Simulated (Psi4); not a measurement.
# TiF4 (SMILES [F][Ti]([F])([F])[F]): wB97X/def2-SVP

Aim: the energy change on altering one bond length of TiF4 at wB97X/def2-SVP, from 2 runs. 

The calculation is run with Psi4 1.11.

5 further runs of the same task are left out: 3 that didn't finish, 2 set aside as unsound or not needed.

## Step 1: The molecule

TiF4 has 5 atoms, charge 0, and is taken as a singlet. SMILES: `[F][Ti]([F])([F])[F]`. The coordinates come from a PBE0-D4/def2-TZVP relaxation.

Bond lengths: F1–Ti2 1.740 Å, Ti2–F3 1.740 Å, Ti2–F4 1.740 Å, Ti2–F5 1.740 Å. Angles: F1–Ti2–F3 109.5°, F1–Ti2–F4 109.5°, F1–Ti2–F5 109.5°, F3–Ti2–F4 109.5°, F3–Ti2–F5 109.5°, F4–Ti2–F5 109.5°.

## Step 2: Energy and gradient at wB97X/def2-SVP

Contents of f4ti.json:

```json
{
  "schema_name": "qcschema_input",
  "schema_version": 1,
  "molecule": {
    "schema_name": "qcschema_molecule",
    "schema_version": 2,
    "symbols": ["F", "Ti", "F", "F", "F"],
    "geometry": [0.33079656, -1.42993686, 2.94137761, -1.89e-05, 7.559e-05, 3.779e-05, -2.36240332, 2.28097502, 0.15027102, -0.80816027, -2.26908864, -2.23683102, 2.83976704, 1.41801269, -0.85485541],
    "molecular_charge": 0,
    "molecular_multiplicity": 1,
    "fix_symmetry": "c1"
  },
  "driver": "gradient",
  "model": {
    "method": "wb97x",
    "basis": "def2-SVP"
  },
  "keywords": {
    "puream": true,
    "e_convergence": 1e-09,
    "d_convergence": 1e-08,
    "scf_type": "pk",
    "dft_radial_points": 99,
    "dft_spherical_points": 590,
    "scf_properties": ["MULLIKEN_CHARGES", "LOWDIN_CHARGES", "MAYER_INDICES"]
  }
}
```

On the command line:

```console
$ psi4 --qcschema f4ti.json -n 1 --memory 2200MB
```

stdout:

```text
[...]
  Running in c1 symmetry.
[...]
  Nuclear repulsion =  331.469148622665500
[...]
  Multiplicity = 1
[...]
  Nalpha       = 29
  Nbeta        = 29
[...]
    Number of basis functions: 87
[...]
   @RKS iter   1: -1248.13694627137284   -1.24225e+00   1.20654e-02 DIIS/ADIIS
[...]
   @RKS iter  12: -1248.60784405673780   -1.50067e-11   7.22217e-09 DIIS
[...]
    Orbital Energies [Eh]
    ---------------------
    Doubly Occupied:
       1A   -178.974282     2A    -24.771656     3A    -24.771622
       4A    -24.771619     5A    -24.771617     6A    -20.162455
       7A    -16.881434     8A    -16.881434     9A    -16.881433
      10A     -2.650830    11A     -1.767119    12A     -1.767116
      13A     -1.767114    14A     -1.287548    15A     -1.271076
      16A     -1.271074    17A     -1.271069    18A     -0.610561
      19A     -0.610559    20A     -0.610552    21A     -0.600919
      22A     -0.600911    23A     -0.579876    24A     -0.562662
      25A     -0.562661    26A     -0.562660    27A     -0.543871
      28A     -0.543868    29A     -0.543868
[...]
  @RKS Final Energy: -1248.60784405673780
   => Energetics <=
    Nuclear Repulsion Energy =            331.4691486226655002
    One-Electron Energy =               -2379.6458931120787383
    Two-Electron Energy =                 862.6708389938045229
    DFT Exchange-Correlation Energy =     -63.1019385611292449
    Empirical Dispersion Energy =           0.0000000000000000
    VV10 Nonlocal Energy =                  0.0000000000000000
    Total Energy =                      -1248.6078440567378038
[...]
 Multipole Moments:
 ------------------------------------------------------------------------------------
     Multipole            Electronic (a.u.)      Nuclear  (a.u.)        Total (a.u.)
 ------------------------------------------------------------------------------------
 L = 1.  Multiply by 2.5417464519 to convert [e a0] to [Debye]
 Dipole X            :         -0.0000266            0.0000083           -0.0000183
 Dipole Y            :          0.0001463           -0.0000372            0.0001091
 Dipole Z            :          0.0000682           -0.0000207            0.0000475
 Magnitude           :                                                    0.0001204
[...]
  Mulliken Charges: (a.u.)
   Center  Symbol    Alpha    Beta     Spin     Total
       1     F     4.67770  4.67770  0.00000 -0.35539
       2    TI    10.28923 10.28923  0.00000  1.42155
       3     F     4.67770  4.67770  0.00000 -0.35540
       4     F     4.67769  4.67769  0.00000 -0.35538
       5     F     4.67769  4.67769  0.00000 -0.35538
   Total alpha = 29.00000, Total beta = 29.00000, Total charge = -0.00000
  Lowdin Charges: (a.u.)
   Center  Symbol    Alpha    Beta     Spin     Total
       1     F     4.56452  4.56452  0.00000 -0.12904
[...]
  -Total Gradient:
     Atom            X                  Y                   Z
    ------   -----------------  -----------------  -----------------
       1        0.001067599959    -0.004359354956     0.009088346481
       2        0.000024111342     0.000016011774     0.000033319309
       3       -0.007184122515     0.006873886884     0.000414150072
       4       -0.002412956299    -0.006837145143    -0.006696527928
       5        0.008657322707     0.004384609235    -0.002525723569
[...]
```

The result, in JSON:

```text
{
 "driver": "gradient",
 "model": {
  "method": "wb97x",
  "basis": "def2-SVP"
 },
 "success": true,
 "return_result": [0.0010675999594094276, -0.004359354956068831, 0.009088346481407383, 2.411134240994583e-05, 1.6011773730617092e-05, 3.331930867807467e-05, -0.007184122515210986, 0.006873886883791258, 0.0004141500717121504, -0.0024129562987598545, -0.006837145142734466, -0.006696527927562021, 0.008657322707359097, 0.004384609235406865, -0.002525723568579913],
 "properties": {
  "calcinfo_nbasis": 87,
  "calcinfo_nmo": 87,
  "calcinfo_nalpha": 29,
  "calcinfo_nbeta": 29,
  "calcinfo_natom": 5,
  "nuclear_repulsion_energy": 331.4691486226655,
  "return_energy": -1248.6078440567378,
  "return_gradient": [0.0010675999594094276, -0.004359354956068831, 0.009088346481407383, 2.411134240994583e-05, 1.6011773730617092e-05, 3.331930867807467e-05, -0.007184122515210986, 0.006873886883791258, 0.0004141500717121504, -0.0024129562987598545, -0.006837145142734466, -0.006696527927562021, 0.008657322707359097, 0.004384609235406865, -0.002525723568579913],
  "scf_one_electron_energy": -2379.6458931120787,
  "scf_two_electron_energy": 862.6708389938045,
  "scf_xc_energy": -63.101938561129245,
  "scf_dipole_moment": [-1.8343092365966096e-05, 0.00010909391552268999, 4.750648701848381e-05],
  "scf_total_energy": -1248.6078440567378,
  "scf_total_gradient": [0.0010675999594094276, -0.004359354956068831, 0.009088346481407383, 2.411134240994583e-05, 1.6011773730617092e-05, 3.331930867807467e-05, -0.007184122515210986, 0.006873886883791258, 0.0004141500717121504, -0.0024129562987598545, -0.006837145142734466, -0.006696527927562021, 0.008657322707359097, 0.004384609235406865, -0.002525723568579913],
  "scf_iterations": 12
 }
}
```

It took 30 s on 1 thread of Intel Xeon Platinum 8259CL at 2.50GHz (Skylake/Cascade Lake), shared host; peak memory 0.88 GiB.

## Step 3: The distorted shape at the same level

Contents of job.py:

```python
import psi4

psi4.set_memory(2200000000)
psi4.set_num_threads(1)
psi4.core.set_output_file('output.dat', False)

mol = psi4.geometry("""
0 1
F      0.239186    -0.576604     1.734033
Ti     0.064126     0.180126     0.177543
F     -1.185994     1.387126     0.257043
F     -0.427660    -1.200750    -1.183680
F      1.566876     0.930466    -0.274847
symmetry c1
no_reorient
no_com
""")

options = {'basis': 'def2-SVP', 'puream': True, 'e_convergence': 1e-09, 'd_convergence': 1e-08, 'scf_type': 'pk', 'dft_radial_points': 99, 'dft_spherical_points': 590}
psi4.set_options(options)

energy_value = psi4.gradient('wb97x')
print('gradient / Eh bohr^-1')
print(energy_value.np.round(6))
for k, v in sorted(psi4.core.scalar_variables().items()):
    print(f'{k:45s} {v:18.10f}')
```

On the command line:

```console
$ python job.py
```

output.dat:

```text
[...]
  Running in c1 symmetry.
[...]
  Nuclear repulsion =  320.404965506897270
[...]
  Multiplicity = 1
[...]
  Nalpha       = 29
  Nbeta        = 29
[...]
    Number of basis functions: 87
[...]
   @RKS iter   1: -1248.05124001486820   -1.31310e+00   1.23849e-02 DIIS/ADIIS
[...]
   @RKS iter  14: -1248.57794843788656   -7.95808e-12   8.30626e-09 DIIS
[...]
    Orbital Energies [Eh]
    ---------------------
    Doubly Occupied:
       1A   -179.015771     2A    -24.791916     3A    -24.791890
       4A    -24.791888     5A    -24.718333     6A    -20.199780
       7A    -16.919591     8A    -16.919080     9A    -16.919080
      10A     -2.676628    11A     -1.793079    12A     -1.793075
      13A     -1.779247    14A     -1.301780    15A     -1.289410
      16A     -1.289409    17A     -1.211938    18A     -0.626840
      19A     -0.626838    20A     -0.611623    21A     -0.606449
      22A     -0.606443    23A     -0.586657    24A     -0.571997
      25A     -0.571996    26A     -0.561164    27A     -0.524410
      28A     -0.494379    29A     -0.494378
[...]
  @RKS Final Energy: -1248.57794843788656
   => Energetics <=
    Nuclear Repulsion Energy =            320.4049655068972697
    One-Electron Energy =               -2357.0403562440133101
    Two-Electron Energy =                 851.0882856011437525
    DFT Exchange-Correlation Energy =     -63.0308433019142598
    Empirical Dispersion Energy =           0.0000000000000000
    VV10 Nonlocal Energy =                  0.0000000000000000
    Total Energy =                      -1248.5779484378865618
[...]
 Multipole Moments:
 ------------------------------------------------------------------------------------
     Multipole            Electronic (a.u.)      Nuclear  (a.u.)        Total (a.u.)
 ------------------------------------------------------------------------------------
 L = 1.  Multiply by 2.5417464519 to convert [e a0] to [Debye]
 Dipole X            :         -5.8024078            5.9383585            0.1359507
 Dipole Y            :        -16.2948211           16.6766705            0.3818494
 Dipole Z            :        -16.0621479           16.4385140            0.3763662
 Magnitude           :                                                    0.5531212
[...]
  -Total Gradient:
     Atom            X                  Y                   Z
    ------   -----------------  -----------------  -----------------
       1        0.001567534667    -0.009030675134     0.015954436434
       2        0.018474340225     0.051909619928     0.051138335827
       3       -0.013859410333     0.012291325184    -0.000048120639
       4       -0.022128352319    -0.062149094718    -0.061266194524
       5        0.015981904595     0.007288615396    -0.005721937411
[...]
```

The script printed:

```text
gradient / Eh bohr^-1
[[ 1.5680e-03 -9.0310e-03  1.5954e-02]
 [ 1.8474e-02  5.1910e-02  5.1138e-02]
 [-1.3859e-02  1.2291e-02 -4.8000e-05]
 [-2.2128e-02 -6.2149e-02 -6.1266e-02]
 [ 1.5982e-02  7.2890e-03 -5.7220e-03]]
CURRENT ENERGY                                  -1248.5779484379
CURRENT REFERENCE ENERGY                        -1248.5779484379
DD SOLVATION ENERGY                                 0.0000000000
DFT FUNCTIONAL TOTAL ENERGY                     -1248.5779484379
DFT TOTAL ENERGY                                -1248.5779484379
DFT VV10 ENERGY                                     0.0000000000
DFT XC ENERGY                                     -63.0308433019
GRID ELECTRONS ALPHA                               29.0000019953
GRID ELECTRONS BETA                                29.0000019953
GRID ELECTRONS TOTAL                               58.0000039907
NUCLEAR REPULSION ENERGY                          320.4049655069
ONE-ELECTRON ENERGY                             -2357.0403562440
PCM POLARIZATION ENERGY                             0.0000000000
PE ENERGY                                           0.0000000000
SCF ITERATION ENERGY                            -1248.5779484379
SCF ITERATIONS                                     14.0000000000
SCF TOTAL ENERGY                                -1248.5779484379
TWO-ELECTRON ENERGY                               851.0882856011
XC GRID RADIAL POINTS                              99.0000000000
XC GRID SPHERICAL POINTS                          590.0000000000
XC GRID TOTAL POINTS                           283338.0000000000
```

Run time: 30 s. Hardware: 1 thread of Intel Xeon Platinum 8259CL at 2.50GHz (Skylake/Cascade Lake), shared host; peak memory 0.88 GiB.

## Step 4: Summary of results

Level: wB97X/def2-SVP.

| quantity | value |
| --- | --- |
| first shape: total energy | -1248.60784 Eh |
| first shape: dipole moment | 0.00 D |
| first shape: HOMO energy | -14.80 eV |
| first shape: LUMO energy | -0.85 eV |
| first shape: HOMO–LUMO gap | 13.95 eV |
| first shape: largest force on an atom | 0.521 eV/Å |
| distorted shape: total energy | -1248.57795 Eh |
| distorted shape: dipole moment | 1.41 D |
| distorted shape: HOMO energy | -13.45 eV |
| distorted shape: LUMO energy | -1.67 eV |
| distorted shape: HOMO–LUMO gap | 11.78 eV |
| distorted shape: largest force on an atom | 4.630 eV/Å |
| energy change with the Ti2–F4 bond stretched from 1.740 to 2.000 Å | 0.814 eV |

**Reading.** With the Ti2–F4 bond stretched from 1.740 to 2.000 Å the energy rises by 0.81 eV (78.5 kJ/mol). The first shape isn't relaxed at this level, so the change isn't measured from a minimum. The largest force (first shape) is 0.52 eV/Å: the shape isn't a stationary point for this species at this level.
